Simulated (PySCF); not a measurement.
**CdN (quartet): basis, grid and Hamiltonian**

Aim: see how much the energy and properties of CdN (quartet) depend on the numerical set-up.

Method: method and basis as typed in the scripts; program: PySCF 2.14.0.

4 further runs of the same task are left out: 1 for a known fault of the program, 3 that didn't finish.

**1. Where the work starts**

CdN (quartet): 2 atoms, charge 0, spin multiplicity 4.

Bond lengths: Cd1–N2 2.158 Å.

**2. Base script**

File input.py:

```python
from pyscf import gto, scf

mol = gto.M(
    atom='Cd 0 0 0; N 0 0 2.158',
    basis='def2-svpd',
    ecp={'Cd': 'def2-svpd'},
    charge=0,
    spin=3,
    verbose=3,
)
mf = scf.UHF(mol)
mf.kernel()
mf.nuc_grad_method().kernel()
mf.dip_moment()
print('orbital energies (hartree):', [e[max(0, n-3):n+3].round(4) for e, n in zip(mf.mo_energy, mol.nelec)])
```

Command:

```
$ python input.py
```

Its log is not repeated here.

Base result: E(SCF) = -221.152501 Eh, ⟨S²⟩ = 3.852, μ = 0.84 D, gradient on the second atom -0.0358 Eh/bohr.

The bond length is a typed value, not an optimised one. The quartet is typed in the script; nothing here shows that it is the ground state.

**3. Sbkjc**

Edit 1 changes basis set: def2-svpd → sbkjc. The core potential changes with it: totals don't compare.

File input.py:

```python
from pyscf import gto, scf

mol = gto.M(
    atom='Cd 0 0 0; N 0 0 2.158',
    basis='sbkjc',
    ecp={'Cd': 'sbkjc', 'N': 'sbkjc'},
    charge=0,
    spin=3,
    verbose=3,
)
mf = scf.UHF(mol)
mf.kernel()
mf.nuc_grad_method().kernel()
mf.dip_moment()
print('orbital energies (hartree):', [e[max(0, n-3):n+3].round(4) for e, n in zip(mf.mo_energy, mol.nelec)])
```

Command:

```
$ python input.py
```

**4. Lanl2dz**

Edit 2 changes basis set: def2-svpd → lanl2dz. The core potential changes with it: totals don't compare.

Edit input.py of step 2 so:

```diff
@@ -4,4 +4,4 @@
     atom='Cd 0 0 0; N 0 0 2.158',
-    basis='def2-svpd',
-    ecp={'Cd': 'def2-svpd'},
+    basis='lanl2dz',
+    ecp={'Cd': 'lanl2dz'},
     charge=0,
```

**5. Core potential off**

Edit 3 changes core potential: on → off. The core potential changes with it: totals don't compare.

Edit input.py of step 2 so:

```diff
@@ -5,3 +5,2 @@
     basis='def2-svpd',
-    ecp={'Cd': 'def2-svpd'},
     charge=0,
```

What does the calculation give? Wanted: for each run, E(SCF); from base; gap, α spin; SCF dipole.

The runs gave:

```
                             run  E(SCF) (hartree)  from base (eV)  gap, α spin (eV)  SCF dipole (D)  functions
                            base       -221.152501               0               n/a            0.84         54
                           sbkjc       -175.596996  not comparable               n/a            0.70         39
                         lanl2dz       -100.933594  not comparable               n/a            0.54         27
core potential off (poor choice)      -1367.890754  not comparable              7.21            1.30         54
```

In words: Rows marked «poor choice» come from settings spoiled on purpose.
